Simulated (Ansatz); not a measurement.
**GaP2H (triplet): the correlation ladder at a displaced geometry (v2), cc-pVDZ**

An exercise on one series of results from a longer session: the logs are not shown, and one member is left open.

Method: cc-pVDZ, core rule «outside noble gas», up to 24 orbitals frozen; program: Ansatz 0.2.0, Gaussian basis.

The runs, in order: UHF; CCSD(T) on ROHF; CCSD(T) on UHF; BCCD(T) on ROHF; CISD; CCSDT(Q) on ROHF; CCSDT(Q) on UHF.

38 further runs of the same task are left out: 10 for a known fault of the program, 15 that didn't finish, 13 set aside as unsound or not needed.

### What is computed

The geometry is a PBE0/def2-TZVP stationary point (not a proven minimum) with its atoms shifted at random (size 0.100 Å). No spin-orbit coupling is included. The filled d shell of Ga may be among the frozen orbitals whatever the setting's name suggests; the logs give the count.

4 atoms, charge 0, spin multiplicity 3.

Atoms are counted from 1 here; the program's logs count them from 0.

Bond lengths: Ga1–P2 2.388 Å, Ga1–H4 1.600 Å, P2–P3 2.022 Å. Angles: P2–Ga1–H4 120.3°, Ga1–P2–P3 86.9°.

The first run:

in.yaml reads:

```yaml
crystal:
  periodic: [false, false, false]
  atoms:
    - {symbol: Ga, position_ang: [0.059132, -0.174778, 1.163021]}
    - {symbol: P, position_ang: [-0.105742, 1.073602, -0.866221]}
    - {symbol: P, position_ang: [-0.029122, -0.698914, -1.835588]}
    - {symbol: H, position_ang: [0.053987, 0.576000, 2.575419]}
basis:
  gaussian: {orbitals: cc-pVDZ}
magnetization: {spin_polarized: true, initial_magnetization: 2}
hamiltonian: {xc: hf}
output: {orbitals: {seedname: orbitals}}
```

On the command line:

```console
$ ansatz run in.yaml --threads 1 --pin off --events-out ev --progress --plain --max-ram 2393MiB
```

Steps of the session up to this table: UHF; CCSD(T) on ROHF; CCSD(T) on UHF; BCCD(T) on ROHF; CISD; CCSDT(Q) on ROHF; CCSDT(Q) on UHF.

One of the session's tables, all rows but one given; the rest of the session is left out.

| method | from UCCSDT(Q) (meV) |
| --- | --- |
| ROHF | +8673.9 |
| RMP2 | +1422.2 |
| UMP2 | +1841.6 |
| RCCSD | +507.2 |
| UCCSD | +519.3 |
| RCCSD(T) | +89.7 |
| UCCSD(T) | +104.9 |
| BCCD(T) | +87.7 |
| RCCSDT | +52.8 |
| UCCSDT | ? |
| RCCSDT(Q) | +9.8 |
| UCCSDT(Q) | 0 |

Q: Estimate the row for UCCSDT from the others.

As computed: from UCCSDT(Q) (meV): +48.4. In the column «from UCCSDT(Q) (meV)» it lies between RCCSDT(Q) (+9.8) and RCCSDT (+52.8).

Not comparable, so not listed: CISD (they don't share determinant, frozen orbitals or solution with the rows shown, or repeat one).

To keep in mind: Left out of the table: UHF (another determinant or state than the rows shown). Restricted and unrestricted rows rest on different reference determinants; where their highest levels disagree by more than a few hundredths of an eV, they describe different states and don't form one ladder.
